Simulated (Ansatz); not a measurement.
# AlClH₂O₂: small, medium and large basis sets

An exercise on one series of results from a longer session: the logs are not shown, and one member is left open.

Program: Ansatz 0.2.0, Gaussian basis. Level of theory: one geometry, several basis sets. These are calculated values, not measurements.

Levels to be run: PBE0-D4/def2-SVP; ωB97M-V/def2-SVP; PBE0-D4/def2-QZVPP; ωB97M-V/def2-QZVPP; CCSD(T)/cc-pV(D+d)Z; CCSD(T)/cc-pV(T+d)Z; CCSD(T)/cc-pV(Q+d)Z; the functionals' def2-TZVPP values are taken from earlier runs.

### The geometry

An earlier PBE0-D4 in a triple-zeta def2 set relaxation fixed the geometry.

SMILES `[OH][Al]([OH])[Cl]`, 6 atoms, charge 0, spin multiplicity 1.

Atoms are counted from 1 here; the program's logs count them from 0.

Bond lengths: O1–Al2 1.680 Å, O1–H5 0.955 Å, Al2–O3 1.680 Å, Al2–Cl4 2.092 Å, O3–H6 0.955 Å. Angles: Al2–O1–H5 122.5°, O1–Al2–O3 118.2°, O1–Al2–Cl4 120.9°, O3–Al2–Cl4 120.9°, Al2–O3–H6 122.5°.

Set-up of the first run:

in.yaml

```yaml
crystal:
  periodic: [false, false, false]
  atoms:
    - {symbol: O, position_ang: [-0.158318, 1.388036, -0.845207]}
    - {symbol: Al, position_ang: [-0.039705, -0.076197, -0.030219]}
    - {symbol: O, position_ang: [1.049745, -0.191005, 1.243461]}
    - {symbol: Cl, position_ang: [-1.218983, -1.712775, -0.585248]}
    - {symbol: H, position_ang: [-0.757131, 1.521497, -1.577669]}
    - {symbol: H, position_ang: [1.166494, -0.993456, 1.748782]}
basis:
  gaussian: {orbitals: def2-SVP}
hamiltonian: {xc: pbe0, dispersion: d4}
output: {orbitals: {seedname: orbitals}}
```

The run is started by

```
$ ansatz run in.yaml --threads 2 --pin off --events-out ev --progress --plain --max-ram 32768MiB --backend cpu
```

Among the steps run: PBE0-D4 in def2-SVP; ωB97M-V in def2-SVP; PBE0-D4 in def2-QZVPP; ωB97M-V in def2-QZVPP.

One of the session's tables, all rows but one given; the rest of the session is left out.

It belongs to the step «Functionals by basis». 

| functional | basis | HOMO (eV) |
| --- | --- | --- |
| PBE0-D4 | def2-SVP | -8.97 |
| PBE0-D4 | def2-TZVPP | ? |
| PBE0-D4 | def2-QZVPP | -9.26 |
| ωB97M-V | def2-SVP | -11.23 |
| ωB97M-V | def2-TZVPP | -11.52 |
| ωB97M-V | def2-QZVPP | -11.59 |

**Question.** Estimate the row for PBE0-D4, def2-TZVPP.

**Answer.** HOMO (eV): -9.21. In the column «HOMO (eV)» it lies between PBE0-D4, def2-QZVPP (-9.26) and PBE0-D4, def2-SVP (-8.97).
